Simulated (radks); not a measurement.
# Yb⁺ in [Xe] 4f14 6s1: an all-electron calculation

An exercise on one series of results from a longer session: the logs are not shown, and one member is left open.

Program: radks (a radial shooting solver on a logarithmic mesh, Libxc functionals) version 1. Level of theory: scalar-relativistic Kohn-Sham, PBE, spin-unpolarised, spherical densities, finite nucleus. These are calculated values, not measurements, unless marked.

**What is computed**

* element: ytterbium (Z = 70)
* charge: +1
* electrons: 69
* configuration: [Xe] 4f14 6s1
* nuclear rms radius: 5.3108 fm

Outer shells as boxes (Hund's rule):

Yb⁺
```
[Xe] core
4f [↑↓][↑↓][↑↓][↑↓][↑↓][↑↓][↑↓]
6s [↑ ]
```

The first run:

The run's settings:

```text
Z 70
configuration [Xe] 4f14 6s1
relativity scalar-relativistic
functional pbe,pbe
spin unpolarised
nucleus finite rms 5.3108 fm
c 137.035999084
```

On the command line:

```
$ python run_ks.py task.json out
```

This one command runs every case of the session in turn.

Steps of the session up to this table: Self-consistent calculation.

One table of the session follows, with a row left open; its other results are not shown here.

It belongs to the step «Shells». From the orbitals of this run (lengths in bohr):

```
level      <r>  outermost maximum (interpolated)  90 % within  nodes
   1s  0.01966                            0.0124       0.0357      0
   2s  0.08334                            0.0706        0.129      1
   2p  0.07415                            0.0576        0.121      0
   3s   0.2167                             0.199        0.318      2
   3p   0.2162                             0.197        0.323      1
   3d   0.1961                             0.160        0.305      0
   4s   0.4879                             0.455        0.701      3
   4p   0.5183                             0.476        0.754      2
   4d   0.5601                             0.491        0.843      1
   5s    1.208                              1.07         1.75      4
   5p    1.447                              1.23         2.14      3
   4f        ?                                 ?            ?      ?
   6s    3.544                              3.06         5.19      5
```

Q: Estimate the row for 4f from the others.

The run gave: <r>: 0.7861; outermost maximum (interpolated): 0.483; 90 % within: 1.38; nodes: 0. In the column «<r>» it lies between 4d (0.5601) and 5s (1.208).

Caveats from the session: Spin polarisation and multiplet splitting are left out.
